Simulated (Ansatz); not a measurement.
**CH3ClN2Si: one species, many methods**

How much do the methods differ for CH3ClN2Si? The plan is to run it at one geometry with functionals of several rungs and with coupled cluster. The yardstick is the atomisation energy at the CCSD(T) limit.

The runs use Ansatz 0.2.0, Gaussian basis; functionals in def2-TZVPP, the program's frozen cores in correlated methods.

The runs, in order: LDA (SPW92), PBE-D4, revPBE-D4, BLYP-D4, r2SCAN-D4, B97M-V, PBE0-D4, B3LYP-D4, r2SCANh-D4, r2SCAN0-D4, HSE06-D4, BHLYP-D4, CAM-B3LYP-D4, LC-ωPBE, ωB97X-V, ωB97M-V, B2PLYP, PBE-QIDH; CCSD(T)/def2-SVP; CCSD(T)/def2-TZVPP; MP2/def2-QZVPP; extrapolation to the limit; RPA on PBE.

**1. The relaxed structure**

The geometry comes from an earlier relaxation with PBE0-D4 in a triple-zeta def2 set; it is a stationary point, not always the lowest conformer.

SMILES `N[SiH]1N=C1Cl`, 8 atoms, charge 0, spin multiplicity 1.

Atoms are counted from 1 here; the program's logs count them from 0.

Bond lengths: N1–Si2 1.683 Å, N1–H6 1.006 Å, N1–H7 1.005 Å, Si2–N3 1.775 Å, Si2–C4 1.766 Å, Si2–H8 1.472 Å, N3–C4 1.276 Å, C4–Cl5 1.726 Å. Angles: Si2–N1–H6 124.1°, Si2–N1–H7 122.3°, H6–N1–H7 113.6°, N1–Si2–N3 121.5°, N1–Si2–C4 124.8°, N1–Si2–H8 109.0°, N3–Si2–C4 42.3°, N3–Si2–H8 120.2°, C4–Si2–H8 123.6°, Si2–N3–C4 68.5°, Si2–C4–N3 69.3°, Si2–C4–Cl5 162.8°, N3–C4–Cl5 127.7°.

**2. LDA**

This LDA is Slater exchange with PW92 correlation.

Input file in.yaml:

```yaml
crystal:
  periodic: [false, false, false]
  atoms:
    - {symbol: N, position_ang: [-0.538728, -0.106628, 1.412843]}
    - {symbol: Si, position_ang: [0.544842, -0.003021, 0.128840]}
    - {symbol: N, position_ang: [0.321999, 1.174110, -1.180872]}
    - {symbol: C, position_ang: [0.089869, -0.016496, -1.577347]}
    - {symbol: Cl, position_ang: [-0.453027, -0.524052, -3.135456]}
    - {symbol: H, position_ang: [-1.528939, 0.046764, 1.329183]}
    - {symbol: H, position_ang: [-0.241004, -0.305438, 2.352096]}
    - {symbol: H, position_ang: [1.897288, -0.322341, 0.615014]}
basis:
  gaussian: {orbitals: def2-TZVPP}
hamiltonian: {xc: lda}
output: {orbitals: {seedname: orbitals}}
```

On the command line:

```sh
ansatz run in.yaml --threads 2 --pin off --events-out ev --progress --plain --max-ram 4352MiB
```

After this run come: PBE-D4 (GGA); revPBE-D4 (GGA); BLYP-D4 (GGA); r2SCAN-D4 (meta-GGA); B97M-V (meta-GGA); PBE0-D4 (hybrid); B3LYP-D4 (hybrid); r2SCANh-D4 (hybrid); r2SCAN0-D4 (hybrid); HSE06-D4 (hybrid); BHLYP-D4 (hybrid); CAM-B3LYP-D4 (range-separated); LC-ωPBE (range-separated); ωB97X-V (range-separated); ωB97M-V (range-separated); B2PLYP (double hybrid); PBE-QIDH (double hybrid); CCSD(T) in def2-SVP; CCSD(T) in def2-TZVPP; MP2 in def2-QZVPP; RPA on PBE orbitals.

**Question.** What will the summary of the whole plan be? Wanted: atomisation energy, CCSD(T)/CBS; farthest beyond LDA; mean size of error, GGA; mean size of error, meta-GGA; mean size of error, hybrid; mean size of error, range-separated; mean size of error, double hybrid; gap, smallest and largest; T1 diagnostic.

The runs gave:

```
                               quantity                                      value
        atomisation energy, CCSD(T)/CBS                              2864.7 kJ/mol
 functionals within 14.3 kJ/mol (0.5 %)               r2SCAN-D4, B3LYP-D4, LC-ωPBE
                    farthest beyond LDA                   BHLYP-D4 (-129.3 kJ/mol)
                mean size of error, GGA                                69.1 kJ/mol
           mean size of error, meta-GGA                                19.1 kJ/mol
             mean size of error, hybrid                                48.1 kJ/mol
    mean size of error, range-separated                                19.8 kJ/mol
      mean size of error, double hybrid                                25.4 kJ/mol
              gap, smallest and largest  3.60 eV (LDA (SPW92)), 11.06 eV (LC-ωPBE)
                          T1 diagnostic                                     0.0134
triples share of the correlation energy                                      4.6 %
```

In words: The LDA atomisation energy is off by 531.0 kJ/mol (19 %): it overbinds. PBE-D4 is off by +128.7 kJ/mol. Double hybrids carry the basis error of their MP2 part in triple zeta, and no dispersion term here, so their miss is partly the set-up's. Taken by rung, meta-GGA functionals do best (19.1 kJ/mol on average) and GGA ones worst beyond LDA (69.1 kJ/mol). The gap between the best rungs is small, so their order is not settled. Misses under about 14.3 kJ/mol are within the doubt on the reference itself, which lacks core-valence correlation, relativity and higher excitations. Hartree-Fock recovers 63 % of the binding; the rest is correlation. CCSD(T) in def2-SVP is off by -273.5 kJ/mol, which most functionals beat. Orbital gaps span 3.6 to 11.1 eV; exact exchange widens them.
